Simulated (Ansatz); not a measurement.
# Si3C3N8: the cell at several levels of theory

How does the equilibrium cell of Si3C3N8 (beta-nitride host) depend on the functional? It is relaxed with PBE and r2SCAN. This is a trial cell built on a prototype, not taken from a measured structure, and it needn't be the compound's ground state.

Code: Ansatz 0.2.0. PAW datasets, plane waves, zero pressure. Values at 0 K without nuclear motion; spin polarisation is off, and the phase may be a hypothetical one.

### 1 The structure to begin with

Space group Pm (No. 6), monoclinic; conventional cell a = 7.242 Å, b = 2.767 Å, c = 7.242 Å, β = 120.0°, 8.97 Å³ an atom. Near Si stand 4 N at 1.65 Å; near C stand 4 N at 1.65 Å.

Coordinates:

```cif
data_structure
_symmetry_space_group_name_H-M 'Pm'
_symmetry_Int_Tables_number 6
_cell_length_a 7.2416
_cell_length_b 2.7665
_cell_length_c 7.2416
_cell_angle_alpha 90.000
_cell_angle_beta 120.000
_cell_angle_gamma 90.000
_cell_volume 125.64
loop_
_atom_site_label
_atom_site_type_symbol
_atom_site_symmetry_multiplicity
_atom_site_Wyckoff_symbol
_atom_site_fract_x
_atom_site_fract_y
_atom_site_fract_z
_atom_site_occupancy
Si1 Si 1 b 0.82495 0.50000 0.59386 1
Si2 Si 1 a 0.23108 0.00000 0.82495 1
Si3 Si 1 a 0.59386 0.00000 0.76892 1
C1 C 1 b 0.40614 0.50000 0.23108 1
C2 C 1 b 0.76892 0.50000 0.17505 1
C3 C 1 a 0.17505 0.00000 0.40614 1
N1 N 1 b 0.66667 0.50000 0.33333 1
N2 N 1 a 0.33333 0.00000 0.66667 1
N3 N 1 b 0.66985 0.50000 0.70066 1
N4 N 1 a 0.96919 0.00000 0.66985 1
N5 N 1 a 0.70066 0.00000 0.03081 1
N6 N 1 b 0.29934 0.50000 0.96919 1
N7 N 1 a 0.33015 0.00000 0.29934 1
N8 N 1 b 0.03081 0.50000 0.33015 1
```

### 2 PBE: cell and atoms

input.yaml

```yaml
crystal:
  lattice:
    - [7.24160027, 0.0, 0.0]
    - [0.0, 2.76654185, 0.0]
    - [-3.62080013, 0.0, 6.2714098]
  atoms:
    - { symbol: Si, position: [0.59386372, 0.5, 0.82494615] }
    - { symbol: Si, position: [0.82494615, 0.0, 0.23108243] }
    - { symbol: Si, position: [0.76891757, 0.0, 0.59386372] }
    - { symbol: C, position: [0.23108243, 0.5, 0.40613628] }
    - { symbol: C, position: [0.17505385, 0.5, 0.76891757] }
    - { symbol: C, position: [0.40613628, 0.0, 0.17505385] }
    - { symbol: "N", position: [0.33333334, 0.5, 0.66666667] }
    - { symbol: "N", position: [0.66666666, 0.0, 0.33333333] }
    - { symbol: "N", position: [0.70065891, 0.5, 0.6698534] }
    - { symbol: "N", position: [0.6698534, 0.0, 0.96919449] }
    - { symbol: "N", position: [0.03080551, 0.0, 0.70065891] }
    - { symbol: "N", position: [0.96919449, 0.5, 0.29934109] }
    - { symbol: "N", position: [0.29934109, 0.0, 0.3301466] }
    - { symbol: "N", position: [0.3301466, 0.5, 0.03080551] }
kpoints:
  mp_grid: { grid: [4, 8, 4] }
hamiltonian:
  xc: pbe
scf:
  occupations: { method: fermi_dirac, width: 0.02 }
relax:
  f_tol: 0.005
  cell: {}
```

The runs that follow: r2SCAN: cell and atoms.

Q: Predict the outcome of this session. Wanted: for each run, a; b; c; β; volume; space group; SCF geometries.

**Answer**, as computed:

| level | a (Å) | b (Å) | c (Å) | β (°) | volume (Å³/atom) | space group | SCF geometries |
| --- | --- | --- | --- | --- | --- | --- | --- |
| PBE | 6.990 | 2.730 | 7.072 | 118.638 | 8.459 | Pm | 17 |
| r2SCAN | 6.959 | 2.711 | 7.045 | 118.887 | 8.310 | Pm | 9 |

In words: From the start to the first minimum the volume moved by -5.7 %. The volume runs from r2SCAN (least) to PBE (most), a spread of 1.8 %, or 0.6 % in length if all axes shared it alike.
